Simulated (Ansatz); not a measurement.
# TaWC2 (R-3m) in Ansatz: band structure with PBEsol

Aim: the band structure of TaWC2 with PBEsol.

Everything below comes from runs of Ansatz 0.2.0. Logs are shortened: lines on timing, memory, paths and dates and some standing lists are left out, and cuts for length are marked.

### Step 1. Starting point

It takes space group R-3m (No. 166, trigonal). The conventional cell has a = 3.144 Å, b = 3.144 Å, c = 15.305 Å, α = 90.00°, β = 90.00°, γ = 120.00°. Around W (site symmetry -3m) lie 6 C at 2.21 Å. Around Ta (site symmetry -3m) lie 6 C at 2.23 Å. Around C (site symmetry 3m) lie 3 W at 2.21 Å and 3 Ta at 2.23 Å.

The cell comes from a database or a generator and needn't be the stable form of this composition.

### Step 2. Band structure, PBEsol

The input, input.yaml:

```yaml
crystal:
  lattice:
    - [1.5718551461, 0.9075109917, 5.1016196719]
    - [-1.5718551461, 0.9075109917, 5.1016196719]
    - [0.0, -1.8150219835, 5.1016196719]
  atoms:
    - { symbol: W, position: [0.0, 0.0, 0.0] }
    - { symbol: Ta, position: [0.5, 0.5, 0.5] }
    - { symbol: C, position: [0.250933, 0.250933, 0.250933] }
    - { symbol: C, position: [0.749067, 0.749067, 0.749067] }
hamiltonian:
  xc: pbesol
  pseudopotentials: { kind: paw }
kpoints:
  mp_grid: { grid: [10, 10, 10] }
  band_path:
    path:
      - [[0.0, 0.0, 0.0], [0.5, 0.0, 0.0], [0.5, 0.1877624847, -0.1877624847]]
      - [[0.8122375153, 0.5, 0.1877624847], [0.5, 0.5, 0.5], [0.0, 0.0, 0.0], [0.3438812424, 0.0, -0.3438812424]]
      - [[0.6561187576, 0.3438812424, 0.0], [0.5, 0.5, 0.0], [0.6561187576, 0.6561187576, 0.1877624847], [0.5, 0.5, 0.5]]
      - [[0.5, 0.0, 0.0], [0.8122375153, 0.3438812424, 0.3438812424]]
    npoints: 14
scf:
  occupations: { method: fermi_dirac, width: 0.05 }
  n_extra_bands: 10
output:
  forces: true
  stress: true
  eigenvalues: true
  fatbands: true
```

Potentials or basis: Ansatz PAW.

Run with:

```sh
> ansatz run input.yaml --threads 2 --pin off --max-ram 5632MiB --backend cpu --events-out ev --progress --plain --runs-dir out
```

The log of the run:

```text
Warning: RAYON_NUM_THREADS=2 ignored (pool sized by the plan → 2); use --threads N
basis.fft_grid_basis auto: the FFT boxes are laid along the combinations [[1, 0, -1], [0, 1, -1], [0, 0, 1]] of the cell's own vectors, 3.144, 3.144 and 5.415 Å long. The dense box has 24×24×40 points. Along the cell's own vectors, as sized, it would have 40×40×40, 2.78 times as many. Of the 12 symmetry operations that the crystal satisfies within crystal.symmetry.tolerance (time reversal apart; of a slab, those that keep its plane) the dense box along the cell's own vectors carries 12, and the one as laid loses 8 of those. basis.fft_grid_basis: typed keeps the cell's own vectors: state it where this run's energies or levels are differenced outside the engine with another run's, or held beside a run that keeps those vectors.
scf.n_extra_bands = 10 over 18 filled bands (N_el = 35.0): the run solves 28 bands
Engine: ansatz 0.2.0, aarch64-unknown-linux-gnu
Pseudopotentials: kind: paw
Pseudopotential: W, paw, valence charge 14, recommended cutoff 420 eV (normal), W.paw.azcp
Pseudopotential: Ta, paw, valence charge 13, recommended cutoff 420 eV (normal), Ta.paw.azcp
Pseudopotential: C, paw, valence charge 4, recommended cutoff 420 eV (normal), C.paw.azcp
Functional definition: PBEsol
  exchange = pbesol_x
  correlation = pbesol_c
Crystal: 4 atoms, lattice volume = 43.664 Å³
Basis set: ecut = 420 eV, 833 PW (Γ), FFT grids on a1−a3, a2−a3, a3, exchange–correlation on 48×48×80 points (8 copies of the dense FFT grid, shifted against one another)
Bands: 28, of which v1, the nominal top of the filled ones, is band 18 counted from 1 (17 counted from 0)
Symmetry: 12 space group operations
Space group: R-3m (ITA 166), of the structure as read, at distance tolerance 3.5e-5 Å
k-points: 116 of 1000
Non-local potential: W, projectors of the file, l = 0: 3, l = 1: 2, l = 2: 2, l = 3: 1
Non-local potential: Ta, projectors of the file, l = 0: 3, l = 1: 2, l = 2: 2, l = 3: 1
Non-local potential: C, projectors of the file, l = 0: 2, l = 1: 2, l = 2: 1
PAW form: soft (Blöchl's): semilocal exchange-correlation on the pseudo side does not see the compensation charge
PAW frozen core: W, regenerated for the run's functional, and the local potential with it (the file was generated under x = pbe(κ = 0.804, μ = 0.2195149727645171), c = pbe(β = 0.06672455060314922))
PAW frozen core: Ta, regenerated for the run's functional, and the local potential with it (the file was generated under x = pbe(κ = 0.804, μ = 0.2195149727645171), c = pbe(β = 0.06672455060314922))
PAW frozen core: C, regenerated for the run's functional, and the local potential with it (the file was generated under x = pbe(κ = 0.804, μ = 0.2195149727645171), c = pbe(β = 0.06672455060314922))
PAW one-centre angular grid: W, 590 points (default); XC on 64 Gauss nodes
PAW one-centre angular grid: Ta, 590 points (default); XC on 64 Gauss nodes
PAW one-centre angular grid: C, 110 points (default); XC on 64 Gauss nodes
Initial density: superposition of atomic densities (neutral atoms: chi_scale 0, normalization atom), corrected by the library's trained network
Initial wavefunctions: pseudopotential atomic-orbital guess
Functional: x = pbesol(κ = 0.804, μ = 0.12345679012345678), c = pbesol(β = 0.046)
SCF iter   1: F=—  HF=-20557.385681 eV  |F-HF|=—  |Δ(HF+E_count)|=         —  Δρ=6.52e-3  dr2=1.66e-2  ethr=1.77e-3  ⟨swp⟩=5.8  Hψ=14541  notcnv=0  defer=69
preconditioner: auto → Kerker (q_TF=auto, 2.630 Å⁻¹)  [metal: Δε(μ)=0.017 eV  Ē_g=11.044 eV  σ=0.050 eV  W_gap=0.08  n_scr=16 (ndim 8)  ℏωp=24.5 eV  f_vac=0.000  D(μ)=1.86/eV (n_scr^D=16)]
SCF iter   2: F=—  HF=-20557.383028 eV  |F-HF|=—  |Δ(HF+E_count)|=   2.65e-3  Δρ=3.57e-3  dr2=5.03e-3  ethr=4.75e-5  ⟨swp⟩=1.0  Hψ=4178  notcnv=0  defer=198
SCF iter   3: F=—  HF=-20557.381932 eV  |F-HF|=—  |Δ(HF+E_count)|=   1.10e-3  Δρ=3.13e-4  dr2=3.77e-5  ethr=1.44e-5  ⟨swp⟩=2.0  Hψ=3780  notcnv=0  defer=198
SCF iter   4: F=—  HF=-20557.381922 eV  |F-HF|=—  |Δ(HF+E_count)|=   1.01e-5  Δρ=6.05e-5  dr2=1.16e-6  ethr=1.08e-7  ⟨swp⟩=2.0  Hψ=3988  notcnv=0  defer=198
iter 5 did not close the SCF: its close was put off for the readings that it lacked (scf_convergence_deferred on its scf_iter line)
SCF iter   5: F=-20557.381922 eV  HF=-20557.381922 eV  |F-HF|=1.94e-8  |Δ(HF+E_count)|=   1.40e-7  Δρ=7.93e-6  dr2=3.27e-8  ethr=3.32e-9  ⟨swp⟩=2.0  Hψ=3855  notcnv=0  defer=198
SCF iter   6: F=-20557.381922 eV  HF=-20557.381922 eV  |F-HF|=1.70e-9  |Δ(HF+E_count)|=  7.93e-10  Δρ=1.53e-6  dr2=2.32e-9  ethr=9.33e-11  ⟨swp⟩=6.6  Hψ=12983  notcnv=0
SCF 1 converged in 6 iterations: F = -20557.381922 eV  dr2 = 2.32e-9
NSCF: frozen V_eff on 130 k-points
SCF converged after 6 iterations
Free energy (F): -20557.381922 eV
Harris-Foulkes:  -20557.381922 eV  (|F-HF|=1.70e-9)
Internal energy: -20557.367079 eV  (E = F + TS)
E sigma→0 (E₀):  -20557.374501 eV
Entropy (-TS):   -0.014842 eV (-3.711 meV/atom)
Fermi energy:    20.510623 eV
--- Per-component energies (eV) ---
  E_band       = -140.006941
  E_kinetic    = 995.400597
  E_local      = -1240.079665  (includes V_loc(G=0)·N_el)
  E_nonlocal   = 72.210575
  E_hartree    = 425.659771
  E_xc         = -579.357553
  E_vxc        = -563.406254  (∫ρ·V_xc dr)
  E_paw        = -16898.637157  (= ΣΔE_a)
  E_vpaw       = -255.452016  (= ΣTr[D̂ρ^β])
  E_aug_tail   = 0.000114  (compensation charges beyond the density's cutoff)
  E_ewald      = -3333.041401
  E_core_change = 0.477640  (= ΣΔE_core)
  E_smearing   = -0.014842  (= −TS)
  E_closure    = -0.000000  (closes the sum)
  Σ components = -20557.381922   (vs F -20557.381922, Δ=0.00e0)
--- Forces (eV/Å), atoms counted from 1 ---
  atom   1  W     -0.00000000     0.00000000     0.00000000
  atom   2  Ta     0.00000000     0.00000000     0.00000000
  atom   3  C     -0.00000000    -0.00000000     0.08113264
  atom   4  C      0.00000000     0.00000000    -0.08113264
  max |Σ_I F_I| component: 2.78e-17 eV/Å
--- Stress (GPa, compression-positive) ---
      -10.868145       0.000000       0.000000
        0.000000     -10.868145      -0.000000
        0.000000      -0.000000     -10.770247
  P = ⅓ Tr σ = -10.8355 GPa (-108.355 kbar)
--- Band table (eV; the first three rows and the last of 116) ---
  k-point 0: bands = ["-54.7036", "-48.3903", "-19.0004", "-18.8096", "-18.8096", "-15.0606", "-14.6945", "-14.6945", "5.2907", "9.8200", "11.3029", "14.4411", "14.4411", "18.3351", "18.3351", "18.4656", "19.7407", "19.7407", "19.7986", "20.2852", "20.2852", "22.4422", "22.4422", "23.4911", "25.5223", "26.8723", "29.7849", "29.7849"]
  k-point 1: bands = ["-54.7017", "-48.3873", "-18.9922", "-18.8477", "-18.8185", "-15.0541", "-14.7501", "-14.7071", "5.5416", "9.5705", "11.6163", "14.5808", "14.6098", "17.4958", "17.8568", "17.9112", "18.5080", "19.7057", "20.3273", "21.1468", "21.9885", "22.3564", "22.5336", "23.2336", "26.4037", "27.3854", "28.9951", "29.4692"]
  k-point 2: bands = ["-54.6966", "-48.3793", "-18.9710", "-18.9461", "-18.8415", "-15.0372", "-14.8929", "-14.7396", "6.2331", "9.1123", "12.3426", "14.8597", "14.9374", "15.5919", "16.7622", "17.1705", "18.5459", "20.2491", "21.1920", "21.6071", "21.9417", "22.7973", "22.9858", "24.5742", "26.8220", "28.7431", "28.8537", "28.8800"]
  k-point 115: bands = ["-54.7036", "-48.3904", "-18.9814", "-18.8095", "-18.8095", "-15.0968", "-14.6951", "-14.6951", "6.7806", "7.0171", "14.7186", "15.0000", "15.5398", "15.5398", "16.1785", "16.1785", "19.5499", "19.5499", "20.7070", "20.7070", "20.7477", "21.2228", "25.3697", "25.3697", "25.9598", "25.9598", "28.7786", "28.8657"]
```

It took 5.7 s on 2 threads of Arm Neoverse V2, shared host; peak memory 0.41 GiB.

What came out:

```
Free energy            : -20557.3819 eV
Pressure               : -10.8 GPa
Largest force          : 0.081 eV/Å
Band gap on the k mesh : none (metal or under the smearing width)
```

Forces in eV/Å, atoms in the order of the input:
```
W    0.000  0.000  0.000
Ta   0.000  0.000  0.000
C    0.000  0.000  0.081
C    0.000  0.000 -0.081
```

Levels at the corners of the path, in eV from the Fermi level:
```tsv
point	band 15	band 16	band 17	band 18	band 19	band 20	band 21	band 22
Γ	-2.18	-2.05	-0.77	-0.77	-0.71	-0.23	-0.23	1.93
L	-4.81	-4.43	-1.28	-0.73	1.45	2.14	3.12	3.62
B1	-4.94	-4.92	-0.44	-0.09	1.21	2.20	2.96	3.03
B	-4.94	-4.92	-0.44	-0.09	1.21	2.20	2.96	3.03
Z	-4.33	-4.33	-0.96	-0.96	0.20	0.20	0.24	0.71
Γ	-2.18	-2.05	-0.77	-0.77	-0.71	-0.23	-0.23	1.93
X	-5.13	-4.81	-0.50	0.59	0.76	2.03	2.97	3.19
Q	-5.13	-4.81	-0.50	0.59	0.76	2.03	2.97	3.19
F	-5.10	-2.15	-2.09	1.21	1.64	1.80	2.54	3.46
P1	-5.11	-2.53	-2.18	1.21	1.37	2.08	2.30	3.45
Z	-4.33	-4.33	-0.96	-0.96	0.20	0.20	0.24	0.71
L	-4.81	-4.43	-1.28	-0.73	1.45	2.14	3.12	3.62
P	-5.11	-2.53	-2.18	1.21	1.37	2.08	2.30	3.45
```

Caveat: the pressure holds a Pulay correction of +0.3 GPa for the finite cutoff; spin-orbit coupling is left out, which moves the levels of the heavy elements; the PAW data sets come from PBE, with cores solved anew for the run's functional, which leaves a small shift of forces and pressure.

### Step 3. The reference run

An earlier run on the cell as given: functional PBEsol; potentials or basis Ansatz PAW; cutoff 420 eV (not typed: the program's choice for these potentials); k mesh 10 × 10 × 10; occupations fermi-dirac, width 0.05 eV; no spin polarisation.

- Pressure: -10.8 GPa
- Largest force: 0.081 eV/Å
- Band gap on the k mesh: none (metal or under the smearing width)
